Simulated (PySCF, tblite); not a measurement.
# C₇H₁₆B₂: geometry, infrared bands, NMR shifts and electronic excitations

What infrared bands, NMR shifts and electronic excitations should C₇H₁₆B₂ (`CB(C)[C@H]1CBCCC1`) show?

Programs: tblite 0.8.0 and PySCF 2.14.0, with density-fitted response routines of our own. Each step states its level of theory. These are calculated values for one molecule in the gas phase, unless marked as measured. Atoms count from 0, in the outputs and in this text.

**1. The molecule as given**

25 atoms, charge 0, multiplicity 1; geometry from: force field or distance geometry start.

Bonds of the start (Å): C0–B1 1.58, B1–C2 1.59, B1–C3 1.62, C3–C4 1.55, C4–B5 1.59, B5–C6 1.60, C6–C7 1.53, C7–C8 1.54, C8–C3 1.54, C0–H9 1.12, C0–H10 1.12, C0–H11 1.10, C2–H12 1.12, C2–H13 1.12, C2–H14 1.11, C3–H15 1.13, C4–H16 1.11, C4–H17 1.11, B5–H18 1.19, C6–H19 1.12, C6–H20 1.10, C7–H21 1.11, C7–H22 1.11, C8–H23 1.12, C8–H24 1.12.

**2. Relaxing the molecule with GFN2-xTB**

What the job is given:

```
{"job": {"kind": "relax", "xc": "GFN2-xTB", "basis": "xTB"}, "charge": 0, "multiplicity": 1}
C     -2.404600    -0.596200    -0.928700
B     -1.685700     0.103500     0.298200
C     -2.567100     0.758100     1.449800
C     -0.073700     0.146000     0.403300
C      0.499200    -1.292000     0.524900
B      2.087900    -1.243500     0.509700
C      2.769000    -0.305700    -0.590800
C      2.070400     1.060100    -0.626400
C      0.541600     0.914000    -0.777800
H     -3.063200    -1.417300    -0.553600
H     -3.043600     0.155700    -1.452200
H     -1.680500    -1.011600    -1.643400
H     -3.235300    -0.011500     1.907400
H     -3.202500     1.558000     0.998500
H     -1.944700     1.213700     2.242800
H      0.184100     0.685100     1.358800
H      0.178100    -1.905300    -0.343800
H      0.153100    -1.782400     1.454800
H      2.715800    -1.647900     1.435100
H      3.849600    -0.170600    -0.343700
H      2.678300    -0.798100    -1.573000
H      2.296700     1.629300     0.296600
H      2.466800     1.644600    -1.478100
H      0.302700     0.396300    -1.739600
H      0.096400     1.941900    -0.819700
```

The run is started by

```
$ OMP_NUM_THREADS=1 python probes_run.py task.json out
```

The driver reads the jobs from task.json and runs them one after another.

**Question.** This job is followed by: GFN2-xTB harmonic vibrations, gas phase; PBE0-D3(BJ)/def2-SVP geometry optimisation, gas phase; GIAO PBE0/pcSseg-1 NMR shielding, non-relativistic, gas phase; TDDFT CAM-B3LYP/def2-SVPD, vertical, gas phase, core orbitals frozen in the response; GIAO mPW1PW91/pcSseg-1 NMR shielding, non-relativistic, gas phase. What will the session give for the following? strongest single infrared mode (GFN2-xTB); zero-point energy (GFN2-xTB); point group; rotational constants (main isotopes); 13C shifts against TMS (PBE0/pcSseg-1, means over atoms taken as alike); 1H shifts against TMS (PBE0/pcSseg-1, means over atoms taken as alike); 11B shifts against BF3·OEt2 (PBE0/pcSseg-1); lowest singlet (CAM-B3LYP/def2-SVPD); brightest single state of those computed; lowest triplet; vertical ionisation energy (ΔSCF); range of the shift of B5.

As calculated:

```
                                                               quantity                                                                 value
                              strongest single infrared mode (GFN2-xTB)                                                 1166 cm⁻¹, 224 km/mol
                                           zero-point energy (GFN2-xTB)                                                        136.0 kcal/mol
                                                            point group                                                                    C1
                                   rotational constants (main isotopes)                                                  2.81, 0.97, 0.87 GHz
13C shifts against TMS (PBE0/pcSseg-1, means over atoms taken as alike)                                34.6, 30.8, 29.7, 25.1, 24.9, 12.9 ppm
 1H shifts against TMS (PBE0/pcSseg-1, means over atoms taken as alike)  7.67, 2.16, 1.76, 1.53, 1.47, 1.37, 1.32, 1.29, 0.82, 0.76, 0.09 ppm
                            11B shifts against BF3·OEt2 (PBE0/pcSseg-1)                                                        87.1, 82.2 ppm
                                   lowest singlet (CAM-B3LYP/def2-SVPD)                                           5.52 eV (225 nm), f = 0.002
                               brightest single state of those computed                                           state 7, 7.74 eV, f = 0.028
                                                         lowest triplet                                                               5.12 eV
                                      vertical ionisation energy (ΔSCF)                                                               9.32 eV
                                               range of the shift of B5                                                      86.5 to 87.1 ppm
```

What this shows: Relaxing lowered the energy by 0.348 eV in 152 steps; the close pair that moved most is C3–H15, from 1.127 to 1.096 Å (GFN2-xTB). The lowest mode is imaginary (29i cm⁻¹), so the xTB geometry is not a minimum. The strongest single mode, at 1166 cm⁻¹, is spread over many atoms; the largest shares are those of B5, B1. GFN2-xTB is a fitted tight-binding method: band positions and strengths are rough. Its intensities can rank the bands wrongly. Relaxing lowered the energy by 0.238 eV in 9 steps; the close pair that moved most is B1–C3, from 1.627 to 1.578 Å (PBE0/def2-SVP). At PBE0/pcSseg-1: Shielding is most anisotropic at B5 (span 192 ppm, paramagnetic term -175 ppm). The first singlet state (HOMO→LUMO 0.82) lies at 5.52 eV and is weak; of the 10 states computed, the strongest absorption comes from states 9 to 10 together at 7.81 eV (the last computed, so partners may be missing). The lowest triplet lies 0.40 eV below the lowest singlet (triplets in Tamm-Dancoff, singlets in full TDDFT). ΔSCF puts the ionisation energy at 9.32 eV, 0.59 eV above −ε(HOMO). Across the 2 runs the shift of B5 moves most, between 86.5 (mPW1PW91/pcSseg-1) and 87.1 ppm (PBE0/pcSseg-1).
